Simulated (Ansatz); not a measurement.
# GeIF3: small, medium and large basis sets

The task here is to estimate one member of a computed series from the others.

Program: Ansatz 0.2.0, Gaussian basis. Level of theory: one geometry, several basis sets. These are calculated values, not measurements.

Plan: PBE0-D4/def2-SVP; ωB97M-V/def2-SVP; PBE0-D4/def2-QZVPP; ωB97M-V/def2-QZVPP; the functionals' def2-TZVPP values are taken from earlier runs.

### The relaxed structure

All runs share one geometry, relaxed beforehand with PBE0-D4 in a triple-zeta def2 set. I takes the def2 core potential; no spin-orbit term is included.

SMILES `[F][Ge]([F])([F])[I]`, 5 atoms, charge 0, spin multiplicity 1.

Atoms are counted from 1 here; the program's logs count them from 0.

Bond lengths: F1–Ge2 1.705 Å, Ge2–F3 1.705 Å, Ge2–F4 1.705 Å, Ge2–I5 2.443 Å. Angles: F1–Ge2–F3 106.5°, F1–Ge2–F4 106.5°, F1–Ge2–I5 112.3°, F3–Ge2–F4 106.5°, F3–Ge2–I5 112.3°, F4–Ge2–I5 112.3°.

Set-up of the first run:

The input, in.yaml:

```yaml
crystal:
  periodic: [false, false, false]
  atoms:
    - {symbol: F, position_ang: [0.579950, -0.170686, 1.634212]}
    - {symbol: Ge, position_ang: [0.020284, -0.108496, 0.024839]}
    - {symbol: F, position_ang: [-1.449427, -0.972161, -0.009819]}
    - {symbol: F, position_ang: [1.130359, -1.005363, -0.908185]}
    - {symbol: I, position_ang: [-0.231264, 2.183106, -0.782447]}
basis:
  gaussian: {orbitals: def2-SVP}
hamiltonian: {xc: pbe0, dispersion: d4}
output: {orbitals: {seedname: orbitals}}
```

Command:

```
$ ansatz run in.yaml --threads 4 --pin off --events-out ev --progress --plain --max-ram 10444MiB
```

Among the steps run: PBE0-D4 in def2-SVP; ωB97M-V in def2-SVP; PBE0-D4 in def2-QZVPP; ωB97M-V in def2-QZVPP.

One of the session's tables, all rows but one given; the rest of the session is left out.

It belongs to the step «Functionals by basis». 

| functional | basis | HOMO (eV) | LUMO (eV) |
| --- | --- | --- | --- |
| PBE0-D4 | def2-SVP | -8.90 | -2.31 |
| PBE0-D4 | def2-TZVPP | ? | ? |
| PBE0-D4 | def2-QZVPP | -8.97 | -2.40 |
| ωB97M-V | def2-SVP | -11.03 | -0.20 |
| ωB97M-V | def2-TZVPP | -11.11 | -0.32 |
| ωB97M-V | def2-QZVPP | -11.14 | -0.42 |

Q: Estimate the row for PBE0-D4, def2-TZVPP from the others.

**Answer.** HOMO (eV): -8.95; LUMO (eV): -2.35. In the column «HOMO (eV)» it lies between PBE0-D4, def2-QZVPP (-8.97) and PBE0-D4, def2-SVP (-8.90).
